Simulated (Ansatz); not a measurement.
# Al2O3 with a defect (Br on an O site): a single-point run

The task is a single point on Al2O3 with a defect (Br on an O site) that gives the gradients at the nuclei.

Computed with Ansatz 0.2.0 (DFT, PBE, plane-wave PAW, default files, scalar-relativistic, unless a step's input says otherwise).

### 1 The system as given

Symmetry: P1, No. 1, triclinic system. Conventional cell: a = 6.953 Å, b = 6.953 Å, c = 8.588 Å, α = 113.17°, β = 113.17°, γ = 91.61°. Al (site symmetry 1) has 5 O at 1.87 to 1.99 Å and 1 Br at 2.03 Å as nearest neighbours. Al (site symmetry 1) is surrounded by 6 O at 1.87 to 2.03 Å. Al (site symmetry 1) has 5 O at 1.87 to 2.03 Å and 1 Br at 1.99 Å as nearest neighbours. Around Al (site symmetry 1) lie 5 O at 1.87 to 2.03 Å and 1 Br at 1.93 Å. Only part of the 40 independent sites is listed.

The input asks for a charge of +1 e on the cell.

Structure file:

```
Al Br O
1.0
     0.00000    4.84693    4.98540
     7.08994    0.00000    4.98540
     7.08994    4.84693    0.00000
Al Br O
16 1 23
Direct
  0.94614 0.08438 0.30602
  0.44614 0.58438 0.80602
  0.05602 0.41347 0.19614
  0.55602 0.91347 0.69614
  0.33438 0.19614 0.91347
  0.83438 0.69614 0.41347
  0.16347 0.80602 0.08438
  0.66347 0.30602 0.58438
  0.55386 0.41562 0.19398
  0.05386 0.91562 0.69398
  0.44398 0.08653 0.30386
  0.94398 0.58653 0.80386
  0.16562 0.30386 0.58653
  0.66562 0.80386 0.08653
  0.33653 0.69398 0.41562
  0.83653 0.19398 0.91562
  0.77750 0.32448 0.32952
  0.27750 0.82448 0.82952
  0.07952 0.31850 0.02750
  0.57952 0.81850 0.52750
  0.07448 0.52750 0.31850
  0.57448 0.02750 0.81850
  0.56850 0.32952 0.82448
  0.06850 0.82952 0.32448
  0.72250 0.17552 0.17048
  0.22250 0.67552 0.67048
  0.42048 0.18150 0.47250
  0.92048 0.68150 0.97250
  0.42552 0.97250 0.18150
  0.92552 0.47250 0.68150
  0.93150 0.17048 0.67552
  0.43150 0.67048 0.17552
  0.14970 0.10030 0.89970
  0.64970 0.60030 0.39970
  0.35030 0.39970 0.10030
  0.85030 0.89970 0.60030
  0.85030 0.89970 0.10030
  0.35030 0.39970 0.60030
  0.14970 0.10030 0.39970
  0.64970 0.60030 0.89970
```

### 2 The calculation

File input.yaml:

```yaml
crystal:
  lattice:
    - [0.0, 4.846933, 4.985404]
    - [7.089941, 0.0, 4.985404]
    - [7.089941, 4.846933, 0.0]
  atoms:
    - { symbol: Al, position: [0.9461355, 0.0843785, 0.3060165] }
    - { symbol: Al, position: [0.4461355, 0.5843785, 0.8060165] }
    - { symbol: Al, position: [0.0560165, 0.4134695, 0.1961355] }
    - { symbol: Al, position: [0.5560165, 0.9134695, 0.6961355] }
    - { symbol: Al, position: [0.3343785, 0.1961355, 0.9134695] }
    - { symbol: Al, position: [0.8343785, 0.6961355, 0.4134695] }
    - { symbol: Al, position: [0.1634695, 0.8060165, 0.0843785] }
    - { symbol: Al, position: [0.6634695, 0.3060165, 0.5843785] }
    - { symbol: Al, position: [0.5538645, 0.4156215, 0.1939835] }
    - { symbol: Al, position: [0.0538645, 0.9156215, 0.6939835] }
    - { symbol: Al, position: [0.4439835, 0.0865305, 0.3038645] }
    - { symbol: Al, position: [0.9439835, 0.5865305, 0.8038645] }
    - { symbol: Al, position: [0.1656215, 0.3038645, 0.5865305] }
    - { symbol: Al, position: [0.6656215, 0.8038645, 0.0865305] }
    - { symbol: Al, position: [0.3365305, 0.6939835, 0.4156215] }
    - { symbol: Al, position: [0.8365305, 0.1939835, 0.9156215] }
    - { symbol: Br, position: [0.7774975, 0.3244785, 0.3295235] }
    - { symbol: O, position: [0.2774975, 0.8244785, 0.8295235] }
    - { symbol: O, position: [0.0795235, 0.3185005, 0.0274975] }
    - { symbol: O, position: [0.5795235, 0.8185005, 0.5274975] }
    - { symbol: O, position: [0.0744785, 0.5274975, 0.3185005] }
    - { symbol: O, position: [0.5744785, 0.0274975, 0.8185005] }
    - { symbol: O, position: [0.5685005, 0.3295235, 0.8244785] }
    - { symbol: O, position: [0.0685005, 0.8295235, 0.3244785] }
    - { symbol: O, position: [0.7225025, 0.1755215, 0.1704765] }
    - { symbol: O, position: [0.2225025, 0.6755215, 0.6704765] }
    - { symbol: O, position: [0.4204765, 0.1814995, 0.4725025] }
    - { symbol: O, position: [0.9204765, 0.6814995, 0.9725025] }
    - { symbol: O, position: [0.4255215, 0.9725025, 0.1814995] }
    - { symbol: O, position: [0.9255215, 0.4725025, 0.6814995] }
    - { symbol: O, position: [0.9314995, 0.1704765, 0.6755215] }
    - { symbol: O, position: [0.4314995, 0.6704765, 0.1755215] }
    - { symbol: O, position: [0.149702, 0.100298, 0.899702] }
    - { symbol: O, position: [0.649702, 0.600298, 0.399702] }
    - { symbol: O, position: [0.350298, 0.399702, 0.100298] }
    - { symbol: O, position: [0.850298, 0.899702, 0.600298] }
    - { symbol: O, position: [0.850298, 0.899702, 0.100298] }
    - { symbol: O, position: [0.350298, 0.399702, 0.600298] }
    - { symbol: O, position: [0.149702, 0.100298, 0.399702] }
    - { symbol: O, position: [0.649702, 0.600298, 0.899702] }
total_charge: 1
kpoints:
  mp_grid: { grid: [1, 1, 1] }
scf:
  occupations: { method: fermi_dirac, width: 0.01 }
  max_iter: 100
hamiltonian:
  xc: pbe
  pseudopotentials: { kind: paw }
output:
  forces: true
  stress: true
  populations: true
  efg:
    quadrupole_moments_barn: { Al: 0.1466, Br: 0.2579, O: -0.02558 }
    contact_densities: true
```

On the command line:

```
ansatz run input.yaml --threads 1 --pin off --max-ram 3072MiB --backend cpu --events-out ev --progress --plain --runs-dir out
```

**Question.** How will this run end, and is anything wrong with its input?

The run converged and reported no error. It gives a pressure of 17 GPa and a largest force of 14.8 eV/Å, which is large; a structure far from rest gives such values too, whatever the setting.

The suspect setting: kpoints.mp_grid.grid is [1, 1, 1]. One k-point can't sample the Brillouin zone of so small a cell.

Run again and compare: set kpoints.mp_grid.grid to [3, 3, 3].
